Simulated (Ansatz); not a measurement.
This script makes an atomisation energy of BH7OSi2, SMILES [SiH3]BO[SiH3] with Ansatz 0.2.0 through its Python package.

The script, `tae.py`:
```python
# -*- coding: utf-8 -*-
from collections import Counter

import ansatz

BASIS_SET = 'cc-pVDZ'
FUNCTIONAL = 'CAM-B3LYP'


def single_point(molecule, charge=0, unpaired=0):
    calc = (
        molecule.calculation()
        .basis(gaussian=BASIS_SET)
        .functional(FUNCTIONAL)
    )
    if charge:
        calc = calc.charge(charge)
    if unpaired:
        calc = calc.spin('collinear', total=unpaired)
    report = calc.run(threads=1).report
    if report['published_state_doubts']:
        print('  doubts:', report['published_state_doubts'])
    return report['free_energy_ev']

system = (
    ansatz.Crystal.molecule()
    .atom('Si', (-0.4807, 1.787, 0.2106))
    .atom('B', (-0.6378, -0.0284, 0.7629))
    .atom('O', (0.5536, -0.8017, 0.9663))
    .atom('Si', (0.9289, -1.6634, -0.4838))
    .atom('H', (0.1142, 1.8954, -1.1401))
    .atom('H', (0.2665, 2.6097, 1.171))
    .atom('H', (-1.8576, 2.3988, 0.1232))
    .atom('H', (-1.6483, -0.4767, 1.0205))
    .atom('H', (1.0597, -0.7227, -1.5576))
    .atom('H', (-0.286, -2.5562, -0.7399))
    .atom('H', (2.0528, -2.4987, -0.3124))
)

unpaired = {'Si': 2, 'B': 1, 'O': 2, 'H': 1}
counts = Counter(site.symbol for site in system.cartesian_sites)
atom_energy = {s: single_point(ansatz.Crystal.molecule().atom(s, (0, 0, 0)), 0, unpaired[s]) for s in counts}
whole = single_point(system, 0, 0)
for s, e in atom_energy.items():
    print(f'{s:2s} x{counts[s]}  {e:14.5f} eV')
print(f'BH7OSi2: {whole:.5f} eV')
split = sum(counts[s] * e for s, e in atom_energy.items()) - whole
print(f'atomisation energy (no zero-point term): {96.485332 * split:.1f} kJ/mol, {split / sum(counts.values()):.3f} eV an atom')
```

What does it cost to take this molecule apart into atoms?

3452.8 kJ/mol from the electronic energies, without the zero-point term.

The run itself:

```console
$ python tae.py
Si x2     -7874.24907 eV
B  x1      -670.42201 eV
O  x1     -2042.07574 eV
H  x7       -13.54839 eV
BH7OSi2: -18591.62057 eV
atomisation energy (no zero-point term): 3452.8 kJ/mol, 3.253 eV an atom
```

Notes:
- Total energies depend on the basis set; only differences at equal settings carry meaning.
- The geometry is a force-field or estimated start, not a minimum of this method, and the basis set is short of its limit. All parts are taken at fixed geometry, without zero-point energy.
- For Al to Cl the sets with a tight d function, cc-pV(X+d)Z, are usual.
- Timing: 5.2 s on 1 thread of Arm Neoverse V1 (shared host), peak memory 0.28 GiB.

(A comment or docstring line of the script was reworded after the run, the code is as it ran; lines on the test bed's own set-up are left out of the output.)
